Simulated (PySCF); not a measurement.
# H7NOSeSi2: the cost of one run

Programs: PySCF 2.14.0, with routines of our own; each step states its level. All values are computed. Atoms count from 0.

## 1. The system as given

12 atoms, charge 0, multiplicity 1; geometry from: GFN2-xTB.

## 2. Geometry optimisation at PBE0-D3(BJ)/def2-SVP

What the job is given:

```
{"job": {"xc": "PBE0", "basis": "def2-SVP", "d3": "d3bj", "grid": 1, "maxiter": 30, "shake": 0.01, "kind": "geom"}, "charge": 0, "multiplicity": 1}
N      0.162630    -1.518180     1.443980
Si     0.885030    -0.184400     0.633600
Se     0.373290     1.608810     1.953120
O      0.295640    -0.011110    -0.842550
Si    -0.999390     0.341250    -1.813920
H      0.201950    -1.553860     2.439870
H      0.170980    -2.407070     1.016750
H      2.338150    -0.218820     0.363690
H      0.507900     2.596650     0.945000
H     -2.055570    -0.632200    -1.547250
H     -0.413690     0.242730    -3.124490
H     -1.427220     1.707920    -1.476830
```

On the command line:

```console
OMP_NUM_THREADS=1 python heavy_run.py task.json out
```

One launch serves the whole session: the jobs run in the order shown.

**Question.** How long does this first job take on 1 thread of Arm Neoverse V1, shared host, and how much memory does it need?

About 2.6 min, with a peak of 0.52 GiB.
